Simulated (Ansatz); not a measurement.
**UCCSD/cc-pVDZ run of BSiH3ClO (SMILES [SiH3]O[B]Cl)**

What is the energy change on altering one bond length of BSiH3ClO at UCCSD/cc-pVDZ? 

The calculation is run with Ansatz 0.2.0.

128 further runs of the same task are left out: 128 set aside as unsound or not needed.

## 1. The structure to begin with

BSiH3ClO: 7 atoms, total charge 0, spin state doublet. SMILES: `[SiH3]O[B]Cl`. The shape is that of a PBE0-D4/def2-TZVP optimisation. This is one conformer, not always the lowest.

Bond lengths: Si1–O2 1.667 Å, O2–B3 1.324 Å, B3–Cl4 1.747 Å, Si1–H5 1.480 Å, Si1–H6 1.482 Å, Si1–H7 1.480 Å. Angles: Si1–O2–B3 133.9°, O2–B3–Cl4 123.5°, O2–Si1–H5 107.1°, O2–Si1–H6 109.9°, O2–Si1–H7 107.2°, H5–Si1–H6 110.9°, H5–Si1–H7 110.6°, H6–Si1–H7 110.9°.

## 2. A single-point energy at UCCSD/cc-pVDZ

Contents of molecule.yaml:

```yaml
basis:
  gaussian:
    orbitals: cc-pVDZ
crystal:
  periodic: [false, false, false]
  atoms:
    - {symbol: Si, position_ang: [-0.573000, 0.775400, 0.374800]}
    - {symbol: O, position_ang: [0.044900, -0.648400, -0.233600]}
    - {symbol: B, position_ang: [1.256200, -1.042100, -0.596600]}
    - {symbol: Cl, position_ang: [1.605000, -2.636800, -1.219100]}
    - {symbol: H, position_ang: [-1.201300, 0.456800, 1.676100]}
    - {symbol: H, position_ang: [0.515600, 1.766600, 0.541200]}
    - {symbol: H, position_ang: [-1.586300, 1.260400, -0.588400]}
magnetization:
  spin_polarized: true
  initial_magnetization: 1
correlation:
  method: ccsd
  frozen_orbitals: {B: 1, Cl: 5, H: 0, O: 1, Si: 5}
accuracy: high
scf:
  omitted_lower_state_checks: [cluster_reference, increment]
```

Run with:

```console
$ ansatz run molecule.yaml --threads 1 --pin off --max-ram 3480MiB --events-out events.jsonl --progress --plain --runs-dir runs
```

The log of the run:

```text
Warning: RAYON_NUM_THREADS=1 ignored (pool sized by the plan → 1); use --threads N
Functional definition: HF
  name "HF"
  exchange = exact_x
  correlation = 0
these checks for a lower state are left out or cut short: cluster_reference, increment
1786 factors; integrals over basis functions are off by at most 6.3e-9 eV
mean field evaluation 1: about -23121.2893 eV, gradient 2.2e1 eV
mean field evaluation 2: about -23121.3633 eV, gradient 2.2e1 eV
mean field evaluation 4: about -23124.1252 eV, gradient 2.9e0 eV
mean field evaluation 8: about -23124.2621 eV, gradient 1.9e-1 eV
mean field evaluation 16: about -23124.2629 eV, gradient 4.6e-7 eV
mean field -23124.26291238 eV, -849.8009878416 hartree, gradient 2.1e-8 eV, S^2 0.754357; 0 other end points of the search recorded, 0 dependent functions left out
12 core orbitals not correlated: weight in the atoms' cores, before any rotation towards them, 1.000 or more for the frozen orbitals, at most 0.000 for the correlated occupied ones
reference -23124.26291238 eV, -849.8009878416 hartree; 12, 11 occupied and 55, 56 virtual orbitals, 1786 factors
second order -12.93416910 eV of doubles, -0.00000000 eV of singles
cycle   1  -13.55152218 eV  change   -6.2e-1 eV  update   9.5e-2
cycle   2  -13.93249242 eV  change   -3.8e-1 eV  update   2.9e-2
cycle   3  -14.03739249 eV  change   -1.0e-1 eV  update   1.7e-2
cycle   4  -14.03246609 eV  change    4.9e-3 eV  update   5.0e-3
cycle   5  -14.03102520 eV  change    1.4e-3 eV  update   2.0e-3
cycle   6  -14.03140741 eV  change   -3.8e-4 eV  update   7.3e-4
cycle   7  -14.03136070 eV  change    4.7e-5 eV  update   2.8e-4
cycle   8  -14.03149123 eV  change   -1.3e-4 eV  update   1.0e-4
cycle   9  -14.03150911 eV  change   -1.8e-5 eV  update   3.4e-5
cycle  10  -14.03149380 eV  change    1.5e-5 eV  update   1.3e-5
cycle  11  -14.03149961 eV  change   -5.8e-6 eV  update   5.4e-6
cycle  12  -14.03150032 eV  change   -7.1e-7 eV  update   2.1e-6
cycle  13  -14.03150094 eV  change   -6.2e-7 eV  update   8.8e-7
cycle  14  -14.03150089 eV  change    4.4e-8 eV  update   3.3e-7
cycle  15  -14.03150076 eV  change    1.3e-7 eV  update   1.5e-7
cycle  16  -14.03150071 eV  change    5.1e-8 eV  update   7.6e-8
cycle  17  -14.03150072 eV  change   -1.1e-8 eV  update   4.8e-8
cycle  18  -14.03150074 eV  change   -1.7e-8 eV  update   3.4e-8
cycle  19  -14.03150071 eV  change    2.6e-8 eV  update   8.8e-8
cycle  20  -14.03150072 eV  change   -1.2e-8 eV  update   2.6e-8
cycle  21  -14.03150073 eV  change   -1.5e-9 eV  update   1.1e-8
cycle  22  -14.03150073 eV  change   -2.1e-9 eV  update   5.6e-9
cycle  23  -14.03150073 eV  change  -3.7e-10 eV  update   1.9e-9
Total energy: -23138.29441311 eV, -850.3166359824 hartree
Checks for a lower state left out: cluster_reference, increment
```

It took 25 s on 1 thread of Arm Neoverse V2, shared host; peak memory 0.64 GiB.

## 3. The distorted shape, same level

Contents of molecule.yaml:

```yaml
crystal:
  periodic: [false, false, false]
  atoms:
    - {symbol: Si, position_ang: [-0.677643, 1.253824, 0.561556]}
    - {symbol: O, position_ang: [-0.059743, -0.169976, -0.046844]}
    - {symbol: B, position_ang: [1.151557, -0.563676, -0.409844]}
    - {symbol: Cl, position_ang: [1.605000, -2.636800, -1.219100]}
    - {symbol: H, position_ang: [-1.305943, 0.935224, 1.862856]}
    - {symbol: H, position_ang: [0.410957, 2.245024, 0.727956]}
    - {symbol: H, position_ang: [-1.690943, 1.738824, -0.401644]}
basis:
  gaussian:
    orbitals: cc-pVDZ
magnetization:
  spin_polarized: true
  initial_magnetization: 1
correlation:
  method: ccsd
  frozen_orbitals: {B: 1, Cl: 5, H: 0, O: 1, Si: 5}
accuracy: high
scf:
  omitted_lower_state_checks: [cluster_reference, increment]
```

Run with:

```console
$ ansatz run molecule.yaml --threads 1 --pin off --max-ram 3480MiB --events-out events.jsonl --progress --plain --runs-dir runs
```

The log of the run:

```text
Warning: RAYON_NUM_THREADS=1 ignored (pool sized by the plan → 1); use --threads N
Functional definition: HF
  name "HF"
  exchange = exact_x
  correlation = 0
these checks for a lower state are left out or cut short: cluster_reference, increment
1787 factors; integrals over basis functions are off by at most 4.0e-9 eV
mean field evaluation 1: about -23119.7498 eV, gradient 2.2e1 eV
mean field evaluation 2: about -23119.8098 eV, gradient 2.2e1 eV
mean field evaluation 4: about -23122.8821 eV, gradient 3.1e0 eV
mean field evaluation 8: about -23123.0571 eV, gradient 2.4e-1 eV
mean field evaluation 16: about -23123.0588 eV, gradient 1.8e-8 eV
mean field -23123.05878889 eV, -849.7567371194 hartree, gradient 3.5e-8 eV, S^2 0.784338; 2 other end points of the search recorded, 0 dependent functions left out
12 core orbitals not correlated: weight in the atoms' cores, before any rotation towards them, 1.000 or more for the frozen orbitals, at most 0.000 for the correlated occupied ones
reference -23123.05878889 eV, -849.7567371194 hartree; 12, 11 occupied and 55, 56 virtual orbitals, 1787 factors
second order -12.85256624 eV of doubles, -0.00000000 eV of singles
cycle   1  -13.49453984 eV  change   -6.4e-1 eV  update   1.0e-1
cycle   2  -13.91602192 eV  change   -4.2e-1 eV  update   3.5e-2
cycle   3  -14.05281830 eV  change   -1.4e-1 eV  update   2.2e-2
cycle   4  -14.04641232 eV  change    6.4e-3 eV  update   7.5e-3
cycle   5  -14.04614186 eV  change    2.7e-4 eV  update   3.2e-3
cycle   6  -14.04715389 eV  change   -1.0e-3 eV  update   1.4e-3
cycle   7  -14.04746996 eV  change   -3.2e-4 eV  update   7.7e-4
cycle   8  -14.04783056 eV  change   -3.6e-4 eV  update   4.1e-4
cycle   9  -14.04791379 eV  change   -8.3e-5 eV  update   2.0e-4
cycle  10  -14.04780227 eV  change    1.1e-4 eV  update   9.1e-5
cycle  11  -14.04783763 eV  change   -3.5e-5 eV  update   4.2e-5
cycle  12  -14.04784257 eV  change   -4.9e-6 eV  update   2.1e-5
cycle  13  -14.04784601 eV  change   -3.4e-6 eV  update   1.2e-5
cycle  14  -14.04784595 eV  change    5.7e-8 eV  update   6.9e-6
cycle  15  -14.04784261 eV  change    3.3e-6 eV  update   3.2e-6
cycle  16  -14.04784145 eV  change    1.2e-6 eV  update   1.3e-6
cycle  17  -14.04784164 eV  change   -1.9e-7 eV  update   6.0e-7
cycle  18  -14.04784181 eV  change   -1.7e-7 eV  update   2.9e-7
cycle  19  -14.04784187 eV  change   -5.5e-8 eV  update   1.5e-7
cycle  20  -14.04784190 eV  change   -3.9e-8 eV  update   8.7e-8
cycle  21  -14.04784189 eV  change    1.1e-8 eV  update   6.1e-8
cycle  22  -14.04784189 eV  change    5.1e-9 eV  update   4.1e-8
cycle  23  -14.04784188 eV  change    8.7e-9 eV  update   9.6e-8
cycle  24  -14.04784190 eV  change   -1.7e-8 eV  update   2.9e-8
cycle  25  -14.04784190 eV  change  -5.2e-11 eV  update   1.3e-8
cycle  26  -14.04784190 eV  change   -1.6e-9 eV  update   6.6e-9
cycle  27  -14.04784190 eV  change  -6.2e-10 eV  update   2.8e-9
Total energy: -23137.10663079 eV, -850.2729857873 hartree
Checks for a lower state left out: cluster_reference, increment
```

Wall time 29 s (1 thread of Arm Neoverse V2, shared host); peak memory 0.64 GiB.

## 4. Summary of results

Level: UCCSD/cc-pVDZ, 12 core orbitals frozen.

```
                                                          quantity          value
                                         first shape: total energy  -850.31664 Eh
         first shape: correlation energy (12 core orbitals frozen)     -515.6 mEh
                    first shape: ⟨S²⟩ of the reference determinant          0.754
                                        first shape: T1 diagnostic          0.015
                                     distorted shape: total energy  -850.27299 Eh
     distorted shape: correlation energy (12 core orbitals frozen)     -516.2 mEh
                distorted shape: ⟨S²⟩ of the reference determinant          0.784
                                    distorted shape: T1 diagnostic          0.019
energy change with the B3–Cl4 bond stretched from 1.747 to 2.271 Å       1.188 eV
```

What this shows: With the B3–Cl4 bond stretched from 1.747 to 2.271 Å the energy rises by 1.19 eV (115 kJ/mol). The first shape isn't relaxed at this level, so the change isn't measured from a minimum.
